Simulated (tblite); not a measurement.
# C6H11NSi3: the cost of one run

Computed with tblite 0.8.0 and PySCF 2.14.0, with density-fitted response routines of our own, on a single molecule in the gas phase. Atoms count from 0, in the outputs and in this text.

## (1) The starting structure

21 atoms, charge 0, multiplicity 1; geometry from: force field or distance geometry start.

Bonds of the start (Å): C0–C1 1.20, C1–Si2 1.78, Si2–C3 1.89, C3–Si4 1.88, Si4–C5 1.87, C5–Si6 1.86, Si6–C7 1.83, C7–N8 1.17, Si6–C9 1.89, C9–Si2 1.88, C0–H10 1.05, Si2–H11 1.50, C3–H12 1.07, C3–H13 1.13, Si4–H14 1.49, Si4–H15 1.45, C5–H16 1.12, C5–H17 1.11, Si6–H18 1.46, C9–H19 1.10, C9–H20 1.11.

## (2) Relaxing the molecule with GFN2-xTB

What the job is given:

```
{"job": {"kind": "relax", "xc": "GFN2-xTB", "basis": "xTB"}, "charge": 0, "multiplicity": 1}
C      3.726400    -1.861200     0.304400
C      2.656200    -1.334800     0.144800
Si     1.058700    -0.572700    -0.065200
C      1.190300     1.296600    -0.295300
Si    -0.478400     1.755500    -1.035900
C     -1.888000     1.304300     0.103000
Si    -1.815000    -0.469300     0.669400
C     -1.938600    -1.594300    -0.764800
N     -2.002900    -2.321900    -1.678800
C     -0.101300    -0.812000     1.389500
H      4.658300    -2.330000     0.430400
H      0.319200    -1.106300    -1.252900
H      1.992200     1.593100    -0.943800
H      1.223500     1.819700     0.701400
H     -0.589900     0.914400    -2.259400
H     -0.525600     3.141900    -1.460700
H     -1.822100     2.008500     0.969900
H     -2.828600     1.418700    -0.469000
H     -2.868500    -0.807000     1.623200
H      0.146200    -0.141000     2.220200
H     -0.120900    -1.885200     1.669400
```

On the command line:

```bash
$ OMP_NUM_THREADS=1 python probes_run.py task.json out
```

This one command runs all jobs of the session in turn.

**Question.** How long does this first job take on 1 thread of Intel Xeon at 2.70GHz, shared host, and how much memory does it need?

About 2.9 s, with a peak of 0.18 GiB.
